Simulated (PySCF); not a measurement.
# CH3BrSi (SMILES C[Si]Br): levels of theory compared

We compute a comparison of 6 runs (HF/def2-SVP, PBE0/6-31G*, PBE/pcseg-1, B3LYP/6-31G*, PBE0/def2-SVP, r2SCAN/6-311G**) of CH3BrSi. The job is set up through a Python script.

Program for the calculation: PySCF 2.14.0.

1 further run of the same task is left out (it didn't finish).

## (1) Starting point

CH3BrSi has 6 atoms, charge 0, and is taken as a singlet. As SMILES, `C[Si]Br`. The coordinates come from a PBE0-D4/def2-TZVP relaxation.

Bond lengths: C1–Si2 1.888 Å, Si2–Br3 2.264 Å, C1–H4 1.096 Å, C1–H5 1.093 Å, C1–H6 1.095 Å. Angles: C1–Si2–Br3 98.3°, Si2–C1–H4 110.1°, Si2–C1–H5 111.1°, Si2–C1–H6 110.6°, H4–C1–H5 108.9°, H4–C1–H6 106.8°, H5–C1–H6 109.1°.

## (2) Energy and forces at HF/def2-SVP (run 1)

Input file calc.py:

```python
# C[Si]Br
import pyscf.grad
from pyscf import gto, scf

system = gto.Mole()
system.atom = [
    ('C', (-0.433600, 0.379100, -0.206800)),
    ('Si', (0.012600, -0.760500, 1.231000)),
    ('Br', (1.998300, -1.515000, 0.446600)),
    ('H', (0.332000, 1.154200, -0.325800)),
    ('H', (-1.402000, 0.859000, -0.043400)),
    ('H', (-0.465200, -0.180900, -1.147800)),
]
system.max_memory = 1860
system.verbose = 4
system.basis = 'def2-svp'
system.spin = 0
system.build()

calc0 = scf.RHF(system)
calc0.conv_tol = 1e-10
calc0.kernel()
if not calc0.converged:
    calc0 = calc0.newton().run(calc0.mo_coeff, calc0.mo_occ)

e_final = calc0.e_tot
print('Final energy', e_final)
grad = calc0.Gradients().kernel()
calc0.analyze()
```

Command:

```sh
$ OMP_NUM_THREADS=1 python calc.py
```

Log:

```text
PySCF version 2.14.0

[... 88 lines left out ...]
MO #4   energy= -58.4975653228598  occ= 2
[... 14 lines left out ...]
MO #19  energy= -3.16642690625466  occ= 2
[... 14 lines left out ...]
MO #34  energy= 0.247323645283219  occ= 0
[... 14 lines left out ...]
MO #49  energy= 0.787954613792733  occ= 0
[... 14 lines left out ...]
MO #64  energy= 2.01021356568157   occ= 0
[... 14 lines left out ...]
MO #79  energy= 4.13705339970563   occ= 0
[... 88 lines left out ...]
Dipole moment(X, Y, Z, Debye): -1.61898,  1.31065, -0.51743
```

Run time: 16 s. Hardware: 1 thread of Intel Xeon at 2.50GHz (Skylake/Cascade Lake), shared host; peak memory 0.16 GiB.

## (3) Energy and forces at PBE0/6-31G(d) (spherical functions) (run 2)

Input file run.py:

```python
# C[Si]Br
import pyscf.grad
from pyscf import gto, dft

mol = gto.M(
    atom='''
C     -0.433600     0.379100    -0.206800
Si     0.012600    -0.760500     1.231000
Br     1.998300    -1.515000     0.446600
H      0.332000     1.154200    -0.325800
H     -1.402000     0.859000    -0.043400
H     -0.465200    -0.180900    -1.147800
''',
    max_memory=1860,
    charge=0,
    verbose=4,
    basis='6-31g*',
)

ks = dft.RKS(mol)
ks.xc = 'pbe0'
ks.grids.level = 5
ks.conv_tol = 1e-10
ks.kernel()
if not ks.converged:
    ks = ks.newton().run(ks.mo_coeff, ks.mo_occ)

energy = ks.e_tot
print('E(%s) = %.9f' % ('PBE0', energy))
grad = ks.Gradients().kernel()
ks.analyze()
```

Command:

```sh
$ OMP_NUM_THREADS=1 python run.py
```

Log:

```text
PySCF version 2.14.0

[... 94 lines left out ...]
DFT Exchange-Correlation Energy =     -118.302644776813054
[... 15 lines left out ...]
MO #14  energy= -3.70560681773657  occ= 2
[... 13 lines left out ...]
MO #28  energy= -0.313262006391104 occ= 2
[... 13 lines left out ...]
MO #42  energy= 0.360388328055717  occ= 0
[... 13 lines left out ...]
MO #56  energy= 0.900318018695063  occ= 0
[... 13 lines left out ...]
MO #70  energy= 4.9393665035203    occ= 0
[... 79 lines left out ...]
Dipole moment(X, Y, Z, Debye): -1.59323,  1.39628, -0.68345
```

It took 53 s on 1 thread of Intel Xeon at 2.50GHz (Skylake/Cascade Lake), shared host; peak memory 0.69 GiB.

## (4) Energy and forces at PBE/pcseg-1 (run 3)

Input file mol.xyz:

```xyz
6
CH3BrSi
C     -0.433600     0.379100    -0.206800
Si     0.012600    -0.760500     1.231000
Br     1.998300    -1.515000     0.446600
H      0.332000     1.154200    -0.325800
H     -1.402000     0.859000    -0.043400
H     -0.465200    -0.180900    -1.147800
```

Input file input.py:

```python
import pyscf.grad
from pyscf import gto, dft

mol = gto.M(
    atom='mol.xyz',
    basis='pcseg-1',
    max_memory=1860,
    verbose=4,
    spin=0,
)

ks = dft.RKS(mol, xc='pbe')
ks.conv_tol = 1e-10
ks.grids.level = 5
ks.kernel()
if not ks.converged:
    ks = ks.newton().run(ks.mo_coeff, ks.mo_occ)

e_final = ks.e_tot
print(f'total energy: {e_final:.8f} hartree')
grad = ks.Gradients().kernel()
dip = ks.dip_moment()
pop, q = ks.mulliken_pop()
```

Command:

```sh
$ OMP_NUM_THREADS=1 python input.py
```

Log:

```text
PySCF version 2.14.0

[... 77 lines left out ...]
converged SCF energy = -2902.66692479334
total energy: -2902.66692479 hartree
[... 13 lines left out ...]
Dipole moment(X, Y, Z, Debye): -1.13847,  1.14701, -0.73479
[... 81 lines left out ...]
charge of    5H =      0.13775
```

Wall time 54 s (1 thread of Intel Xeon at 2.50GHz (Skylake/Cascade Lake), shared host); peak memory 0.72 GiB.

Runs 4 to 5 aren't shown in full; the table further down has their settings and results.

## (5) Energy and forces at r2SCAN/6-311G(d,p) (run 6)

Input file input.xyz:

```xyz
6

C     -0.433600     0.379100    -0.206800
Si     0.012600    -0.760500     1.231000
Br     1.998300    -1.515000     0.446600
H      0.332000     1.154200    -0.325800
H     -1.402000     0.859000    -0.043400
H     -0.465200    -0.180900    -1.147800
```

Input file run.py:

```python
from pyscf import gto, dft

molecule = gto.M(
    atom='input.xyz',
    charge=0,
    basis='6-311g**',
    max_memory=1860,
    verbose=4,
    spin=0,
)

mf = dft.RKS(molecule, xc='r2scan')
mf.grids.level = 5
mf.conv_tol = 1e-10
mf.kernel()
if not mf.converged:
    mf = mf.newton().run(mf.mo_coeff, mf.mo_occ)

energy = mf.e_tot
print('Final energy', energy)
grad = mf.nuc_grad_method().kernel()
mf.analyze()
```

Command:

```sh
$ OMP_NUM_THREADS=1 python run.py
```

Log:

```text
PySCF version 2.14.0

[... 108 lines left out ...]
MO #6   energy= -56.0506083338867  occ= 2
[... 19 lines left out ...]
MO #26  energy= -0.327166894610832 occ= 2
[... 19 lines left out ...]
MO #46  energy= 0.457102808519593  occ= 0
[... 19 lines left out ...]
MO #66  energy= 1.44416046271691   occ= 0
[... 19 lines left out ...]
MO #86  energy= 3.82166733978292   occ= 0
[... 19 lines left out ...]
MO #106 energy= 1021.38760124417   occ= 0
[... 115 lines left out ...]
Dipole moment(X, Y, Z, Debye): -1.43698,  1.27008, -0.63424
```

Wall time 78 s (1 thread of Intel Xeon at 2.50GHz (Skylake/Cascade Lake), shared host); peak memory 1.1 GiB.

## (6) All runs side by side

| run | level | integration grid | Cartesian functions | energy (Eh) | dipole moment (D) | HOMO energy (eV) | LUMO energy (eV) | wall time |
| --- | --- | --- | --- | --- | --- | --- | --- | --- |
| 1 | HF/def2-SVP | – | no | -2900.535961 | 2.15 | -9.04 | 0.61 | 16 s |
| 2 | PBE0/6-31G* (spherical functions) | 5 | no | -2902.768370 | 2.23 | -6.65 | -2.67 | 53 s |
| 3 | PBE/pcseg-1 | 5 | no | -2902.666925 | 1.78 | -5.60 | -3.46 | 54 s |
| 4 | B3LYP/6-31G* (Cartesian functions) | 5 | yes | -2903.297338 | 2.15 | -6.43 | -2.80 | 47 s |
| 5 | PBE0/def2-SVP | 5 | no | -2902.662851 | 1.90 | -6.63 | -2.61 | 49 s |
| 6 | r2SCAN/6-311G** | 5 | no | -2903.472024 | 2.02 | -5.86 | -3.43 | 78 s |

## (7) Outcome

| quantity | value |
| --- | --- |
| run 6: total energy | -2903.47202 Eh |
| run 6: dipole moment | 2.02 D |
| run 6: HOMO energy | -5.86 eV |
| run 6: LUMO energy | -3.43 eV |
| run 6: HOMO–LUMO gap | 2.43 eV |
| run 6: largest force on an atom | 0.260 eV/Å |

What this shows: The dipole moment (its size) runs from 1.78 D (PBE/pcseg-1) to 2.23 D (PBE0/6-31G*). The two ends differ in method and basis. The HOMO–LUMO gap runs from 2.14 eV (PBE/pcseg-1) to 9.65 eV (HF/def2-SVP). Totals of different functionals can't be ranked against each other. All runs together took 4.9 min, the longest 78 s.
